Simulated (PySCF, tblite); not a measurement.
# C5H7O2S radical: geometry, infrared bands and EPR parameters

What infrared bands and EPR parameters should C5H7O2S radical (`COC1=C([S@](C)=O)[CH]1`) show?

Programs: tblite 0.8.0 and PySCF 2.14.0, with density-fitted response routines of our own. Each step states its level of theory. These are calculated values for one molecule in the gas phase, unless marked as measured. Atoms are numbered from 0 throughout.

**1. Starting geometry**

15 atoms, charge 0, multiplicity 2; geometry from: force field or distance geometry start.

Bonds of the start (Å): C0–O1 1.41, O1–C2 1.38, C2–C3 1.32, C3–S4 1.76, S4–C5 1.81, S4–O6 1.50, C3–C7 1.42, C7–C2 1.42, C0–H8 1.10, C0–H9 1.09, C0–H10 1.10, C5–H11 1.09, C5–H12 1.10, C5–H13 1.09, C7–H14 1.08.

**2. Relaxing the molecule with GFN2-xTB**

The job: settings as JSON, then the geometry in Å.

```
{"job": {"kind": "relax", "xc": "GFN2-xTB", "basis": "xTB"}, "charge": 0, "multiplicity": 2}
C     -2.472700     0.396000    -0.473900
O     -1.607500    -0.317300     0.375100
C     -0.662100    -0.971100    -0.380700
C      0.635300    -0.975100    -0.128700
S      1.348300    -0.013900     1.164100
C      2.093700     1.232100     0.077000
O      2.467200    -0.833600     1.722800
C     -0.088400    -2.181200     0.085800
H     -3.007200    -0.282900    -1.149100
H     -1.939500     1.157000    -1.040000
H     -3.225000     0.906300     0.148900
H      2.768000     0.751900    -0.635300
H      2.663100     1.931100     0.709300
H      1.318900     1.780100    -0.451600
H     -0.296500    -2.571300     1.069600
```

The run is started by

```sh
$ OMP_NUM_THREADS=1 python probes_run.py task.json out
```

The driver reads the jobs from task.json and runs them one after another.

**Question.** This job is followed by: GFN2-xTB harmonic vibrations, gas phase; UKS B3LYP, pcH-1 on C H O S, non-relativistic, mean-field spin-orbit, GIAO. Predict these results of the whole session: strongest single infrared mode (GFN2-xTB); zero-point energy (GFN2-xTB); g(iso) (B3LYP); ⟨S²⟩; largest a(iso) (averaged by class); surface potential, 1st and 99th percentile.

As calculated:

| quantity | value |
| --- | --- |
| strongest single infrared mode (GFN2-xTB) | 1843 cm⁻¹, 374 km/mol |
| zero-point energy (GFN2-xTB) | 66.6 kcal/mol |
| g(iso) (B3LYP) | 2.00323 |
| ⟨S²⟩ | 0.757 (exact 0.75) |
| largest a(iso) (averaged by class) | 13C on C3, 306.8 MHz |
| surface potential, 1st and 99th percentile | -2.15 V and 1.30 V |

In words: The optimisation took 176 steps and gained 2.287 eV; among the close pairs (by a distance rule), C2–C3 changed most, from 1.322 to 1.445 Å. No mode is imaginary among the 39: a minimum at this level. The strongest single mode, at 1843 cm⁻¹, moves mainly C2. GFN2-xTB is a fitted tight-binding method: band positions and strengths are rough. Its intensities can rank the bands wrongly. C3 carries the largest spin population, 0.57 e. The isotropic g lies 0.9 ppt above the free-electron value.
